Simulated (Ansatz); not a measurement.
# Sn (bcc type): the cost of one run

Method: DFT, LDA, PAW with Ansatz's default frozen-core files, scalar-relativistic, in Ansatz 0.2.0.

**1. The system as given**

Symmetry: Im-3m, No. 229, cubic system. Conventional cell: a = 3.826 Å, b = 3.826 Å, c = 3.826 Å, α = 90.00°, β = 90.00°, γ = 90.00°. Around Sn (site symmetry m-3m) lie 8 Sn at 3.31 Å.

Coordinates:

```
Sn
1.0
    -1.91293    1.91293    1.91293
     1.91293   -1.91293    1.91293
     1.91293    1.91293   -1.91293
Sn
1
Direct
  0.00000 0.00000 0.00000
```

**2. Cell relaxed at zero pressure, PAW**

File input.yaml:

```yaml
crystal:
  lattice:
    - [-1.9129311828, 1.9129311828, 1.9129311828]
    - [1.9129311828, -1.9129311828, 1.9129311828]
    - [1.9129311828, 1.9129311828, -1.9129311828]
  atoms:
    - { symbol: Sn, position: [0.0, 0.0, 0.0] }
kpoints:
  mp_grid: { grid: [18, 18, 18] }
scf:
  occupations: { method: fermi_dirac, width: 0.05 }
hamiltonian:
  xc: lda
  pseudopotentials: { kind: paw }
output:
  forces: true
  stress: true
  write_density: true
  write_potential: true
  elf: true
  volumetric_format: npy
relax:
  f_tol: 0.005
  max_steps: 40
  cell: {}
```

Run with:

```
ansatz run input.yaml --threads 1 --pin off --max-ram 3584MiB --backend cpu --events-out ev --progress --plain --runs-dir out
```

Q: Estimate wall time and peak memory on 1 thread of Intel Xeon Platinum 8375C at 2.90GHz (Ice Lake), shared host.

About 13 s, with a peak of 0.42 GiB.
